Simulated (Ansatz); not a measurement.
# CH5Ge radical: basis-set convergence

How large a basis does CH5Ge radical need? Two functionals are run in growing sets.

Program: Ansatz 0.2.0, Gaussian basis. Level of theory: one geometry, several basis sets. These are calculated values, not measurements.

Plan: PBE0-D4/def2-SVP; ωB97M-V/def2-SVP; PBE0-D4/def2-QZVPP; ωB97M-V/def2-QZVPP; the functionals' def2-TZVPP values are taken from earlier runs.

## Step 1: The geometry

An earlier PBE0-D4 in a triple-zeta def2 set relaxation fixed the geometry.

SMILES `[CH3][GeH2]`, 7 atoms, charge 0, spin multiplicity 2.

Atoms are counted from 1 here; the program's logs count them from 0.

Bond lengths: C1–Ge2 1.960 Å, C1–H3 1.090 Å, C1–H4 1.090 Å, C1–H5 1.093 Å, Ge2–H6 1.546 Å, Ge2–H7 1.546 Å. Angles: Ge2–C1–H3 110.3°, Ge2–C1–H4 110.3°, Ge2–C1–H5 109.7°, H3–C1–H4 109.0°, H3–C1–H5 108.8°, H4–C1–H5 108.8°, C1–Ge2–H6 111.3°, C1–Ge2–H7 111.3°, H6–Ge2–H7 109.5°.

## Step 2: PBE0-D4 in def2-SVP

in.yaml reads:

```yaml
crystal:
  periodic: [false, false, false]
  atoms:
    - {symbol: C, position_ang: [-0.247650, -0.809281, -0.206379]}
    - {symbol: Ge, position_ang: [0.395964, 0.824787, 0.662963]}
    - {symbol: H, position_ang: [-1.153219, -1.166386, 0.283772]}
    - {symbol: H, position_ang: [0.513123, -1.588136, -0.157038]}
    - {symbol: H, position_ang: [-0.473188, -0.603384, -1.255556]}
    - {symbol: H, position_ang: [-0.673059, 1.940777, 0.621195]}
    - {symbol: H, position_ang: [1.699230, 1.333723, 0.005344]}
basis:
  gaussian: {orbitals: def2-SVP}
magnetization: {spin_polarized: true, initial_magnetization: 1}
hamiltonian: {xc: pbe0, dispersion: d4}
output: {orbitals: {seedname: orbitals}}
```

Further steps of the session: ωB97M-V in def2-SVP; PBE0-D4 in def2-QZVPP; ωB97M-V in def2-QZVPP.

**Question.** What will the summary of the whole plan be? Wanted: PBE0-D4: double and triple zeta above quadruple; ωB97M-V: double and triple zeta above quadruple.

**Answer**, as computed:

| quantity | value |
| --- | --- |
| PBE0-D4: double and triple zeta above quadruple | 9.66, 1.30 eV |
| ωB97M-V: double and triple zeta above quadruple | 9.72, 1.27 eV |

What this shows: PBE0-D4 gains 8.37 eV from double to triple zeta, then 1.30 eV more. These are total energies; as a rule much of such shifts cancels in differences, which this series doesn't test.
